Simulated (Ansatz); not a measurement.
**AlNH2Cl (SMILES [NH2][Al][Cl]): UMP2/aug-cc-pVDZ**

What is the electronic atomisation energy of AlNH2Cl at UMP2/aug-cc-pVDZ? 

Program for the calculation: Ansatz 0.2.0.

71 further runs of the same task are left out: 71 set aside as unsound or not needed.

## Step 1: Starting point

AlNH2Cl has 5 atoms, charge 0, and is taken as a doublet. As SMILES, `[NH2][Al][Cl]`. The shape is that of a PBE0-D4/def2-TZVP optimisation. This is one conformer, not always the lowest.

Bond lengths: N1–Al2 1.765 Å, Al2–Cl3 2.116 Å, N1–H4 1.007 Å, N1–H5 1.009 Å. Angles: N1–Al2–Cl3 116.7°, Al2–N1–H4 124.9°, Al2–N1–H5 124.1°, H4–N1–H5 111.0°.

## Step 2: The energy at UMP2/aug-cc-pVDZ

Input file job.yaml:

```yaml
crystal:
  periodic: [false, false, false]
  atoms:
    - {symbol: N, position_ang: [-0.549400, 0.461700, -0.232000]}
    - {symbol: Al, position_ang: [0.402600, -0.291600, 1.049100]}
    - {symbol: Cl, position_ang: [1.907000, -1.649700, 0.440800]}
    - {symbol: H, position_ang: [-1.293600, 1.123300, -0.083500]}
    - {symbol: H, position_ang: [-0.416600, 0.282700, -1.215900]}
basis:
  gaussian:
    orbitals: aug-cc-pVDZ
total_charge: 0
magnetization:
  spin_polarized: true
  initial_magnetization: 1
correlation:
  method: mp2
  frozen_orbitals: {Al: 5, Cl: 5, H: 0, "N": 1}
accuracy: high
```

Launch:

```console
$ ansatz run job.yaml --threads 1 --pin off --max-ram 3480MiB --events-out events.jsonl --progress --plain --runs-dir runs
```

The log of the run:

```text
Warning: RAYON_NUM_THREADS=1 ignored (pool sized by the plan → 1); use --threads N
Functional definition: HF
  name "HF"
  exchange = exact_x
  correlation = 0
1868 factors; integrals over basis functions are off by at most 3.7e-9 eV
mean field evaluation 1: about -20598.3467 eV, gradient 2.8e1 eV
mean field evaluation 2: about -20598.3747 eV, gradient 2.8e1 eV
mean field evaluation 4: about -20602.4499 eV, gradient 2.5e0 eV
mean field evaluation 8: about -20602.5833 eV, gradient 1.6e-1 eV
mean field evaluation 16: about -20602.5840 eV, gradient 2.4e-8 eV
mean field -20602.58395692 eV, -757.1309954838 hartree, gradient 2.4e-8 eV, S^2 0.752827; 0 other end points of the search recorded, 0 dependent functions left out
11 core orbitals not correlated: weight in the atoms' cores, before any rotation towards them, 1.000 or more for the frozen orbitals, at most 0.000 for the correlated occupied ones
reference -20602.58395692 eV, -757.1309954838 hartree; 9, 8 occupied and 75, 76 virtual orbitals, 1868 factors
second order -10.19254116 eV of doubles, -0.00000000 eV of singles
Total energy: -20612.77649808 eV, -757.5055644628 hartree
```

It took 7.2 s on 1 thread of Arm Neoverse N1, shared host; peak memory 0.3 GiB.

## Step 3: The Al atom

Input file molecule.yaml:

```yaml
crystal:
  periodic: [false, false, false]
  atoms:
    - {symbol: Al, position_ang: [0.000000, 0.000000, 0.000000]}
basis:
  gaussian:
    orbitals: aug-cc-pVDZ
correlation:
  method: mp2
  frozen_orbitals: {Al: 5}
magnetization:
  spin_polarized: true
  initial_magnetization: 1
accuracy: high
```

Run the same way, it converges to -241.90516 Eh (log not shown).

## Step 4: The Cl atom, same level

Input file input.yaml:

```yaml
crystal:
  periodic: [false, false, false]
  atoms:
    - {symbol: Cl, position_ang: [0.000000, 0.000000, 0.000000]}
basis:
  gaussian:
    orbitals: aug-cc-pVDZ
magnetization:
  spin_polarized: true
  initial_magnetization: 1
correlation:
  method: mp2
  frozen_orbitals: {Cl: 5}
accuracy: high
```

Run the same way, it converges to -459.59215 Eh (log not shown).

## Step 5: The H atom: the energy at UHF/aug-cc-pVDZ

Input file in.yaml:

```yaml
crystal:
  periodic: [false, false, false]
  atoms:
    - {symbol: H, position_ang: [0.000000, 0.000000, 0.000000]}
basis:
  gaussian: {orbitals: aug-cc-pVDZ}
magnetization: {spin_polarized: true, initial_magnetization: 1}
hamiltonian: {xc: hf}
accuracy: high
```

Run the same way, it converges to -0.49933 Eh (log not shown).

## Step 6: The N atom

Input file run.yaml:

```yaml
crystal:
  periodic: [false, false, false]
  atoms:
    - {symbol: "N", position_ang: [0.000000, 0.000000, 0.000000]}
basis:
  gaussian: {orbitals: aug-cc-pVDZ}
magnetization: {spin_polarized: true, initial_magnetization: 3}
correlation: {method: mp2, frozen_orbitals: {"N": 1}}
accuracy: high
```

Launch:

```console
$ ansatz run run.yaml --threads 1 --pin off --max-ram 3480MiB --events-out events.jsonl --progress --plain --runs-dir runs
```

The log of the run:

```text
Warning: RAYON_NUM_THREADS=1 ignored (pool sized by the plan → 1); use --threads N
[... 4 set-up lines as earlier in the session ...]
194 factors; integrals over basis functions are off by at most 2.5e-9 eV
mean field evaluation 1: about -1480.0088 eV, gradient 4.1e0 eV
mean field evaluation 2: about -1480.0106 eV, gradient 4.0e0 eV
mean field evaluation 4: about -1480.1141 eV, gradient 1.1e-1 eV
mean field evaluation 8: about -1480.1139 eV, gradient 5.8e-5 eV
mean field -1480.11392236 eV, -54.3931833896 hartree, gradient 9.3e-9 eV, S^2 3.757072; 0 other end points of the search recorded, 0 dependent functions left out
1 core orbitals not correlated: weight in the atoms' cores, before any rotation towards them, 1.000 or more for the frozen orbitals, at most 0.000 for the correlated occupied ones
reference -1480.11392236 eV, -54.3931833896 hartree; 4, 1 occupied and 18, 21 virtual orbitals, 194 factors
second order -2.04058717 eV of doubles, -0.00000000 eV of singles
Total energy: -1482.15450954 eV, -54.4681735851 hartree
```

Run time: 0.1 s. Hardware: 1 thread of Arm Neoverse N1, shared host.

## Step 7: Results

At UMP2/aug-cc-pVDZ, 11 core orbitals frozen:

| quantity | value |
| --- | --- |
| molecule: total energy | -757.50556 Eh |
| molecule: correlation energy (11 core orbitals frozen) | -374.6 mEh |
| molecule: ⟨S²⟩ of the reference determinant | 0.753 |
| Al atom: total energy | -241.90516 Eh |
| Al atom: correlation energy (5 core orbitals frozen) | -31.0 mEh |
| Al atom: ⟨S²⟩ of the reference determinant | 0.768 |
| Cl atom: total energy | -459.59215 Eh |
| Cl atom: correlation energy (5 core orbitals frozen) | -119.4 mEh |
| Cl atom: ⟨S²⟩ of the reference determinant | 0.757 |
| H atom: total energy | -0.49933 Eh |
| H atom: ⟨S²⟩ | 0.750 |
| N atom: total energy | -54.46817 Eh |
| N atom: correlation energy (1 core orbital frozen) | -75.0 mEh |
| N atom: ⟨S²⟩ of the reference determinant | 3.757 |
| electronic atomisation energy | 14.733 eV |

What this shows: Taking the molecule apart into free atoms costs 14.73 eV (1421 kJ/mol), before zero-point energy and without spin-orbit coupling.
